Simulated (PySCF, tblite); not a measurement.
**C4H12NSSi radical: geometry, infrared bands and EPR parameters**

Wanted: the infrared bands and EPR parameters of C4H12NSSi radical (`CC[C](C)S[SiH2]N`), by calculation.

The runs use tblite 0.8.0 and PySCF 2.14.0, with density-fitted response routines of our own; the level of theory stands in each step. All values are computed, except where a source is named. Atoms are numbered from 0 throughout.

### 1 Starting geometry

19 atoms, charge 0, multiplicity 2; geometry from: force field or distance geometry start.

Bonds of the start (Å): C0–C1 1.53, C1–C2 1.51, C2–C3 1.52, C2–S4 1.78, S4–Si5 2.13, Si5–N6 1.79, C0–H7 1.14, C0–H8 1.10, C0–H9 1.11, C1–H10 1.13, C1–H11 1.10, C3–H12 1.13, C3–H13 1.09, C3–H14 1.12, Si5–H15 1.50, Si5–H16 1.46, N6–H17 1.07, N6–H18 1.05.

### 2 Optimising the geometry with GFN2-xTB

The job: settings as JSON, then the geometry in Å.

```
{"job": {"kind": "relax", "xc": "GFN2-xTB", "basis": "xTB"}, "charge": 0, "multiplicity": 2}
C     -0.486500     1.282800    -0.473900
C     -0.657800     0.049000    -1.370400
C     -0.979100    -1.198700    -0.586700
C     -2.286600    -1.060300     0.167400
S      0.361300    -1.819200     0.413800
Si     2.039900    -0.533000     0.155000
N      2.082300     0.807800     1.345000
H     -1.297300     2.037600    -0.732300
H      0.483400     1.741000    -0.729400
H     -0.592900     1.046300     0.601900
H     -1.557600     0.209500    -2.042700
H      0.247200    -0.046900    -1.994500
H     -2.315000    -1.715100     1.088700
H     -2.582200    -0.034100     0.380200
H     -3.069700    -1.490700    -0.501000
H      3.297100    -1.337300     0.300700
H      2.065700     0.016500    -1.196300
H      2.577300     0.466700     2.225500
H      2.660700     1.587200     0.956800
```

On the command line:

```sh
> OMP_NUM_THREADS=1 python probes_run.py task.json out
```

This one command runs all jobs of the session in turn.

What it wrote:

```text
step      E/eV     max force
  0    -612.99944    2.036
  1    -613.30552    1.336
  2    -613.43758    0.732
  3    -613.48736    0.580
  4    -613.53197    0.518
  5    -613.55714    0.483
  6    -613.58624    0.365
  7    -613.61024    0.540
  8    -613.63680    0.471
  9    -613.65839    0.311
 10    -613.67614    0.282
 11    -613.69061    0.317
 12    -613.70286    0.351
 13    -613.71488    0.281
 14    -613.72768    0.318
 15    -613.73941    0.348
 16    -613.75041    0.389
 17    -613.75982    0.295
 18    -613.76649    0.214
 19    -613.77236    0.190
 20    -613.77803    0.245
 21    -613.78408    0.252
 22    -613.79080    0.232
 23    -613.79640    0.202
 24    -613.80016    0.327
 25    -613.80470    0.270
 26    -613.81072    0.196
 27    -613.81511    0.204
 28    -613.82166    0.186
 29    -613.82787    0.230
 30    -613.83399    0.197
 31    -613.83877    0.143
 32    -613.84200    0.135
 33    -613.84509    0.174
 34    -613.84743    0.177
 35    -613.84949    0.103
 36    -613.85124    0.106
 37    -613.85281    0.152
 38    -613.85508    0.140
 39    -613.85653    0.084
 40    -613.85754    0.073
 41    -613.85841    0.095
 42    -613.85918    0.100
 43    -613.86002    0.073
 44    -613.86080    0.079
 45    -613.86168    0.103
 46    -613.86288    0.137
 47    -613.86428    0.123
 48    -613.86542    0.067
 49    -613.86654    0.148
 50    -613.86768    0.099
 51    -613.86975    0.103
 52    -613.87079    0.106
 53    -613.87179    0.079
 54    -613.87260    0.079
 55    -613.87363    0.070
 56    -613.87458    0.083
 57    -613.87564    0.088
 58    -613.87664    0.097
 59    -613.87791    0.145
 60    -613.87939    0.123
 61    -613.88145    0.096
 62    -613.88314    0.105
 63    -613.88420    0.104
 64    -613.88532    0.110
 65    -613.88666    0.075
 66    -613.88783    0.093
 67    -613.88874    0.086
 68    -613.88963    0.076
 69    -613.89191    0.115
 70    -613.89441    0.138
 71    -613.89770    0.186
 72    -613.90112    0.143
 73    -613.90389    0.278
 74    -613.90877    0.336
 75    -613.91508    0.248
 76    -613.91450    0.481
 77    -613.92463    0.220
 78    -613.92977    0.165
 79    -613.93105    0.508
 80    -613.93994    0.363
 81    -613.94513    0.336
 82    -613.95390    0.570
 83    -613.96389    0.159
 84    -613.96776    0.134
 85    -613.96958    0.357
 86    -613.97369    0.110
 87    -613.97602    0.089
 88    -613.98051    0.108
 89    -613.98194    0.087
 90    -613.98359    0.094
 91    -613.98525    0.098
 92    -613.98691    0.110
 93    -613.98832    0.108
 94    -613.98932    0.062
 95    -613.99022    0.063
 96    -613.99108    0.051
 97    -613.99179    0.053
 98    -613.99234    0.056
 99    -613.99276    0.054
100    -613.99302    0.050
101    -613.99318    0.046
102    -613.99332    0.045
103    -613.99349    0.041
104    -613.99370    0.028
105    -613.99390    0.029
106    -613.99407    0.024
107    -613.99421    0.030
108    -613.99434    0.034
109    -613.99447    0.035
110    -613.99460    0.033
111    -613.99471    0.025
112    -613.99483    0.027
113    -613.99495    0.030
114    -613.99506    0.028
115    -613.99518    0.023
116    -613.99529    0.020
117    -613.99538    0.017
118    -613.99543    0.014
119    -613.99547    0.016
120    -613.99550    0.011
121    -613.99553    0.010
```

Run time: 1.2 s. Hardware: 1 thread of AMD EPYC 7B13, shared host.

The steps of the relaxation: (not every step is listed)

| step | energy from step 0 (eV) | largest force (eV/Å) |
| --- | --- | --- |
| 0 | 0.0000 | 2.0358 |
| 1 | -0.3061 | 1.3364 |
| 2 | -0.4381 | 0.7322 |
| 3 | -0.4879 | 0.5802 |
| 4 | -0.5325 | 0.5184 |
| 5 | -0.5577 | 0.4828 |
| 6 | -0.5868 | 0.3655 |
| 7 | -0.6108 | 0.5404 |
| 8 | -0.6374 | 0.4708 |
| 18 | -0.7670 | 0.2144 |
| 28 | -0.8222 | 0.1859 |
| 38 | -0.8556 | 0.1399 |
| 48 | -0.8660 | 0.0672 |
| 58 | -0.8772 | 0.0974 |
| 68 | -0.8902 | 0.0763 |
| 78 | -0.9303 | 0.1646 |
| 88 | -0.9811 | 0.1079 |
| 98 | -0.9929 | 0.0556 |
| 108 | -0.9949 | 0.0336 |
| 116 | -0.9958 | 0.0203 |
| 117 | -0.9959 | 0.0169 |
| 118 | -0.9960 | 0.0145 |
| 119 | -0.9960 | 0.0163 |
| 120 | -0.9961 | 0.0107 |
| 121 | -0.9961 | 0.0096 |

Close pairs (by a distance rule), those that changed most:

| bond | before (Å) | after (Å) | change (Å) |
| --- | --- | --- | --- |
| Si5–N6 | 1.793 | 1.718 | -0.075 |
| N6–H17 | 1.066 | 1.008 | -0.058 |
| C2–S4 | 1.784 | 1.729 | -0.055 |
| C0–H7 | 1.137 | 1.087 | -0.050 |
| C3–H12 | 1.131 | 1.087 | -0.044 |
| Si5–H15 | 1.500 | 1.459 | -0.041 |
| N6–H18 | 1.045 | 1.007 | -0.039 |
| C1–H10 | 1.135 | 1.097 | -0.037 |

The next job starts from the end point, and lists it.

### 3 Infrared spectrum with GFN2-xTB

The job: settings as JSON, then the geometry in Å.

```
{"job": {"kind": "ir", "xc": "GFN2-xTB", "basis": "xTB"}, "charge": 0, "multiplicity": 2}
C     -0.627828     1.654791    -0.773591
C     -0.690813     0.224323    -1.329170
C     -0.792333    -0.799857    -0.252780
C     -2.126458    -1.110954     0.327044
S      0.484661    -1.924860     0.055054
Si     2.305048    -0.756409     0.152883
N      2.016476     0.512639     1.274144
H     -1.517312     1.873563    -0.187434
H     -0.566618     2.372315    -1.589087
H      0.245870     1.770242    -0.137528
H     -1.569864     0.147514    -1.981350
H      0.195592     0.043697    -1.940025
H     -2.028987    -1.790916     1.169458
H     -2.617940    -0.195774     0.663631
H     -2.787682    -1.579467    -0.411307
H      3.273154    -1.791565     0.499125
H      2.609260    -0.120944    -1.123288
H      1.420668     0.342729     2.069838
H      2.765300     1.138184     1.522086
```

What it wrote:

```text
mode    cm-1     km/mol
  1      33.2      0.58
  2      43.8      2.50
  3      79.8      0.56
  4      91.4      0.46
  5     133.0      2.56
  6     159.7      1.63
  7     196.2      0.19
  8     215.8      0.48
  9     223.5     14.39
 10     301.2      1.55
 11     342.8      0.10
 12     385.0      7.16
 13     473.2     27.88
 14     496.7    159.12
 15     520.5    100.23
 16     574.0      3.66
 17     655.4     28.11
 18     700.3    156.19
 19     787.8    131.51
 20     811.8     15.08
 21     823.1    298.03
 22     907.8    133.55
 23     928.2      4.28
 24     998.0      4.52
 25    1024.5      3.59
 26    1029.4      9.35
 27    1057.3      6.71
 28    1184.5     29.95
 29    1243.3     10.66
 30    1270.1     15.76
 31    1310.0      0.12
 32    1395.6      3.91
 33    1400.9      1.65
 34    1467.2      3.19
 35    1470.4      0.89
 36    1483.1      1.26
 37    1498.9      1.98
 38    1501.7      5.54
 39    1503.2     55.13
 40    2275.8    339.92
 41    2305.1    134.49
 42    2894.6      5.60
 43    2897.5     83.41
 44    2967.0     27.23
 45    2978.3     34.43
 46    3025.4     46.04
 47    3036.1     37.52
 48    3042.3     23.18
 49    3047.8     16.35
 50    3461.9      8.82
 51    3502.4      1.66
```

Wall time 0.91 s (1 thread of AMD EPYC 7B13, shared host).

The strongest bands and the atoms that carry them (share of the mass-weighted mode):

| cm⁻¹ | km/mol | atoms |
| --- | --- | --- |
| 497 | 159.1 | H17 32 %, H18 31 %, N6 18 % |
| 520 | 100.2 | H15 37 %, H16 34 %, Si5 16 % |
| 700 | 156.2 | H15 43 %, H16 27 % |
| 788 | 131.5 | H16 52 %, H15 39 % |
| 823 | 298.0 | H18 28 %, H17 28 %, N6 11 % |
| 908 | 133.6 | N6 51 %, Si5 37 % |
| 2276 | 339.9 | H15 61 %, H16 35 % |
| 2305 | 134.5 | H16 62 %, H15 36 % |

### 4 g tensor and hyperfine couplings: B3LYP/pcH-1

Same as in step 3 but for these lines:

```diff
@@ -1,2 +1,2 @@
-{"job": {"kind": "ir", "xc": "GFN2-xTB", "basis": "xTB"}, "charge": 0, "multiplicity": 2}
+{"job": {"kind": "epr", "basis": "pcH-1"}, "charge": 0, "multiplicity": 2}
 C     -0.627828     1.654791    -0.773591
```

With the program's defaults for keys left out, this is: UKS B3LYP, pcH-1 on C H N S Si, non-relativistic, mean-field spin-orbit, GIAO.

What it wrote:

```text
UKS, coarse grid
  cycle   1  E = -902.03780602  |g| = 4.49e-01
  cycle   2  E = -901.96780283  |g| = 5.90e-01
  cycle   3  E = -902.12577156  |g| = 7.50e-02
  cycle   4  E = -902.12792332  |g| = 4.07e-02
  cycle   5  E = -902.12868339  |g| = 6.03e-03
  cycle   6  E = -902.12870224  |g| = 3.83e-03
  cycle   7  E = -902.12870904  |g| = 1.38e-03
  cycle   8  E = -902.12871227  |g| = 4.91e-04
UKS, final grid
  cycle   1  E = -902.12873532  |g| = 6.16e-04
  cycle   2  E = -902.12873509  |g| = 9.11e-04
  cycle   3  E = -902.12873553  |g| = 8.87e-05
  cycle   4  E = -902.12873553  |g| = 2.28e-05
E = -902.12873553 Eh   <S^2> = 0.7546 (exact 0.7500)
g shifts (ppm)      1          2          3
  rmc          -159       -159       -159
  gc              9         38         37
  oz_so        -424       1940       3170
  total        -573       1820       3048
hyperfine (MHz)  atom isotope    a_iso     a_fc   dipolar eigenvalues
    0   13C      52.28      52.28     -3.85     -3.52      7.37
    1   13C     -21.65     -21.67     -2.12     -0.20      2.32
    2   13C     110.30     110.13    -75.94    -75.18    151.11
    3   13C     -30.44     -30.45     -1.71     -0.25      1.96
    4   33S       3.24       3.38    -13.57     -8.40     21.98
    5  29Si     -47.29     -47.39     -9.00      4.11      4.89
    6   14N       0.96       0.96     -0.55     -0.18      0.73
    7    1H      -2.57      -2.57     -3.97     -2.14      6.10
    8    1H       6.15       6.15     -2.65     -1.69      4.34
    9    1H      -3.07      -3.07     -4.39     -2.02      6.42
   10    1H      59.12      59.12     -4.25     -3.68      7.93
   11    1H      10.00       9.99     -4.33     -3.65      7.98
   12    1H       6.59       6.58     -4.44     -3.70      8.14
   13    1H      71.70      71.69     -4.46     -4.20      8.66
   14    1H     108.27     108.26     -4.26     -3.42      7.68
   15    1H       1.92       1.91     -1.50     -1.37      2.88
   16    1H       0.61       0.61     -1.62     -1.31      2.93
   17    1H      -0.21      -0.21     -2.14     -1.25      3.39
   18    1H       1.80       1.80     -1.50     -0.85      2.36
```

Run time: 88 s. Hardware: 1 thread of AMD EPYC 7B13, shared host; peak memory 1.1 GiB.

Principal g values 2.00175, 2.00414, 2.00537; g(iso) = 2.00375, against 2.00232 for a free electron.

Mean a(iso) over the nuclei that a row names, and the largest dipolar term of the row (other rows stand at the frozen geometry):

| nuclei | isotope | a(iso) (MHz) | a(iso) (G, at g = 2.0023) | largest dipolar term (MHz) |
| --- | --- | --- | --- | --- |
| C2 | 13C | 110.3 | 39.4 | 151.1 |
| H12, H13, H14 | 1H | 62.2 | 22.2 | 8.7 |
| C0 | 13C | 52.3 | 18.7 | 7.4 |
| Si5 | 29Si | -47.3 | -16.9 | -9.0 |
| H10, H11 | 1H | 34.6 | 12.3 | 8.0 |
| C3 | 13C | -30.4 | -10.9 | 2.0 |
| C1 | 13C | -21.7 | -7.7 | 2.3 |
| S4 | 33S | 3.2 | 1.2 | 22.0 |
| H15, H16 | 1H | 1.3 | 0.5 | 2.9 |
| N6 | 14N | 1.0 | 0.3 | 0.7 |
| H17, H18 | 1H | 0.8 | 0.3 | 3.4 |
| H7, H8, H9 | 1H | 0.2 | 0.1 | 6.4 |

Mulliken spin populations:

C0 0.03; C1 -0.06; C2 0.87; C3 -0.07; S4 0.07; Si5 0.04; N6 0.00; H7 0.00; H8 0.01; H9 0.00; H10 0.03; H11 0.01; H12 0.00; H13 0.03; H14 0.05; H15 0.00; H16 0.00; H17 0.00; H18 0.00

In first order the couplings over 0.8 MHz of 1H, 14N give 108 distinct lines over 92.8 G, if the averaged nuclei exchange fast; the same motion can average rows kept apart here too.

Orbitals, density, ELF and potential are computed afterwards from the orbital file.

ELF in a plane through or near 5 of the atoms.

Values, 10 rows by 14 columns:
```
0.00 0.00 0.00 0.00 0.00 0.00 0.00 0.00 0.00 0.00 0.00 0.00 0.00 0.00
0.00 0.00 0.00 0.00 0.00 0.01 0.11 0.06 0.00 0.00 0.00 0.00 0.00 0.00
0.00 0.00 0.29 0.42 0.01 0.36 0.87 0.73 0.02 0.02 0.05 0.01 0.00 0.00
0.00 0.25 1.00 1.00 0.52 0.66 0.71 0.55 0.13 0.41 0.99 0.93 0.02 0.00
0.00 0.06 0.66 0.77 0.82 0.40 0.58 0.70 0.46 0.24 0.74 0.53 0.00 0.00
0.00 0.00 0.04 0.35 0.56 0.31 0.02 0.52 0.54 0.60 0.08 0.00 0.00 0.00
0.00 0.00 0.01 0.13 0.32 0.03 0.02 0.42 0.66 0.49 0.27 0.00 0.00 0.00
0.00 0.00 0.00 0.00 0.00 0.00 0.04 0.80 0.94 0.12 0.00 0.00 0.00 0.00
0.00 0.00 0.00 0.00 0.00 0.00 0.02 0.78 0.94 0.17 0.00 0.00 0.00 0.00
0.00 0.00 0.00 0.00 0.00 0.00 0.00 0.00 0.00 0.00 0.00 0.00 0.00 0.00
```
The map spans 11.8 Å across and 10.6 Å up, centred on the molecule. Atoms in the plane (x, y in Å): C1 (0.9, -0.7), C2 (0.8, 0.7), S4 (-0.5, 1.8), Si5 (-2.3, 0.6), H14 (2.8, 1.5).

log10 of the density (e/Å³) in the same plane.

Values, 10 rows by 14 columns:
```
-4.0 -4.0 -4.0 -4.0 -4.0 -4.0 -3.8 -3.9 -4.0 -4.0 -4.0 -4.0 -4.0 -4.0
-4.0 -4.0 -3.9 -3.7 -3.5 -2.8 -2.4 -2.5 -3.2 -3.5 -3.8 -4.0 -4.0 -4.0
-4.0 -3.3 -2.5 -2.1 -2.2 -1.4 -0.8 -1.1 -1.9 -2.2 -2.3 -2.9 -3.9 -4.0
-3.8 -2.5 -1.2 -0.2 -0.7 -0.4  1.5  0.0 -0.9 -0.8 -0.5 -1.5 -3.0 -4.0
-3.9 -2.6 -1.4 -0.4  1.6 -0.3 -0.3  0.0  0.2 -0.7 -0.9 -1.8 -3.1 -4.0
-4.0 -3.2 -2.1 -1.0 -0.3 -0.8 -1.3 -0.2  0.3 -0.5 -1.6 -2.7 -3.8 -4.0
-4.0 -4.0 -2.9 -2.0 -1.5 -1.8 -1.5 -0.4 -0.1 -0.8 -1.8 -3.1 -4.0 -4.0
-4.0 -4.0 -4.0 -3.4 -3.2 -2.9 -1.9 -0.8 -0.6 -1.7 -2.8 -4.0 -4.0 -4.0
-4.0 -4.0 -4.0 -4.0 -4.0 -3.8 -2.7 -1.8 -1.6 -2.4 -3.6 -4.0 -4.0 -4.0
-4.0 -4.0 -4.0 -4.0 -4.0 -4.0 -4.0 -3.6 -3.5 -4.0 -4.0 -4.0 -4.0 -4.0
```
The map spans 11.8 Å across and 10.6 Å up, centred on the molecule. Atoms in the plane (x, y in Å): C1 (0.9, -0.7), C2 (0.8, 0.7), S4 (-0.5, 1.8), Si5 (-2.3, 0.6), H14 (2.8, 1.5).

On the surface of density 0.002 e/bohr³ the electrostatic potential runs, from the 1st to the 99th percentile, from -0.92 V near S4 to 1.75 V near H18.

The spin density lies nearest to C2 61 %; S4 13 %.

### 5 Results

| quantity | value |
| --- | --- |
| strongest single infrared mode (GFN2-xTB) | 2276 cm⁻¹, 340 km/mol |
| zero-point energy (GFN2-xTB) | 94.6 kcal/mol |
| g(iso) (B3LYP) | 2.00375 |
| ⟨S²⟩ | 0.755 (exact 0.75) |
| largest a(iso) (averaged by class) | 13C on C2, 110.3 MHz |
| potential on the surface of density 0.002 e/bohr³, 1st and 99th percentile | -0.92 V and 1.75 V |

In words: Relaxing lowered the energy by 0.996 eV in 121 steps; the close pair that moved most is Si5–N6, from 1.793 to 1.718 Å. All 51 modes are real, so the xTB geometry is a minimum. The strongest single mode, at 2276 cm⁻¹, moves mainly H15 and H16. GFN2-xTB is a fitted tight-binding method: band positions and strengths are rough. Its intensities can rank the bands wrongly. Most of the unpaired spin sits on C2 (0.87 e). The isotropic g lies 1.4 ppt above the free-electron value. These values are for one conformer; the search (at its own cheap level) found 2 more, at 1.43, 2.48 kcal/mol, and measured spectra average over such forms.
